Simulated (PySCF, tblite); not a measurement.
# C₄H₉B₂F₃O: geometry, infrared bands and NMR shifts

Aim: predict the infrared bands and NMR shifts of C₄H₉B₂F₃O (`[BH3-][O+](CF)C/C=C/B(F)F`).

Programs: tblite 0.8.0 and PySCF 2.14.0, with density-fitted response routines of our own. Each step states its level of theory. These are calculated values for one molecule in the gas phase, unless marked as measured. Atoms count from 0, in the outputs and in this text.

**1. The starting structure**

19 atoms, charge 0, multiplicity 1; geometry from: force field or distance geometry start.

Bonds of the start (Å): B0–O1 1.50, O1–C2 1.43, C2–F3 1.37, O1–C4 1.42, C4–C5 1.51, C5–C6 1.34, C6–B7 1.57, B7–F8 1.44, B7–F9 1.45, B0–H10 1.21, B0–H11 1.20, B0–H12 1.20, C2–H13 1.12, C2–H14 1.10, C4–H15 1.12, C4–H16 1.12, C5–H17 1.09, C6–H18 1.10.

**2. Geometry optimisation with GFN2-xTB**

Job settings and geometry (Å):

```
{"job": {"kind": "relax", "xc": "GFN2-xTB", "basis": "xTB"}, "charge": 0, "multiplicity": 1}
B     -1.859300     0.678500     1.425400
O     -0.833900    -0.052100     0.615300
C     -1.378200    -1.289900     0.160800
F     -1.595900    -2.147800     1.209000
C     -0.435100     0.747500    -0.483400
C      0.866800     0.262800    -1.066200
C      1.988200     0.246700    -0.325700
B      3.360800    -0.256800    -0.896600
F      4.534500    -0.268800    -0.059600
F      3.447700    -0.727500    -2.261900
H     -2.813400     0.980800     0.752800
H     -2.245100     0.014200     2.346600
H     -1.399800     1.673300     1.904500
H     -2.343000    -1.146100    -0.398300
H     -0.686500    -1.794300    -0.529300
H     -0.261700     1.813400    -0.183500
H     -1.206000     0.767300    -1.293400
H      0.889100    -0.076000    -2.098000
H      1.961200     0.584000     0.716200
```

Started as:

```bash
$ OMP_NUM_THREADS=1 python probes_run.py task.json out
```

One launch serves the whole session: the jobs run in the order shown.

**Question.** This job is followed by: GFN2-xTB harmonic vibrations, gas phase; GIAO PBE0/pcSseg-1 NMR shielding, non-relativistic, gas phase. What will the session give for the following? strongest single infrared mode (GFN2-xTB); zero-point energy (GFN2-xTB); 13C shifts against TMS (PBE0/pcSseg-1); 1H shifts against TMS (PBE0/pcSseg-1, means over atoms taken as alike); 11B shifts against BF3·OEt2 (PBE0/pcSseg-1); 17O shifts against H2O (PBE0/pcSseg-1); 19F shifts against CFCl3 (PBE0/pcSseg-1, means over atoms taken as alike); surface potential, 1st and 99th percentile.

The runs gave:

```
                                                                 quantity                             value
                                strongest single infrared mode (GFN2-xTB)             1269 cm⁻¹, 258 km/mol
                                             zero-point energy (GFN2-xTB)                     83.9 kcal/mol
                                   13C shifts against TMS (PBE0/pcSseg-1)     163.4, 126.6, 111.0, 82.9 ppm
   1H shifts against TMS (PBE0/pcSseg-1, means over atoms taken as alike)  7.14, 6.34, 5.58, 4.82, 3.22 ppm
                              11B shifts against BF3·OEt2 (PBE0/pcSseg-1)                     22.7, 1.3 ppm
                                   17O shifts against H2O (PBE0/pcSseg-1)                          65.9 ppm
19F shifts against CFCl3 (PBE0/pcSseg-1, means over atoms taken as alike)                 -87.4, -162.9 ppm
                                    surface potential, 1st and 99th percentile                -0.97 V and 1.73 V
```

What this shows: The optimisation took 160 steps and gained 1.233 eV; among the close pairs (by a distance rule), B0–O1 changed most, from 1.497 to 1.687 Å. All 51 modes are real, so the xTB geometry is a minimum. The strongest single mode, at 1269 cm⁻¹, moves mainly B7. GFN2-xTB is a fitted tight-binding method: band positions and strengths are rough. Its intensities can rank the bands wrongly. At PBE0/pcSseg-1: The widest tensor belongs to F8, F9: span 277 ppm, with a paramagnetic part of -208 ppm. By nearest atom (PBE0/pcSseg-1), the HOMO sits on C6 24 %; H11 19 % and the LUMO on C5 30 %; B7 22 %.
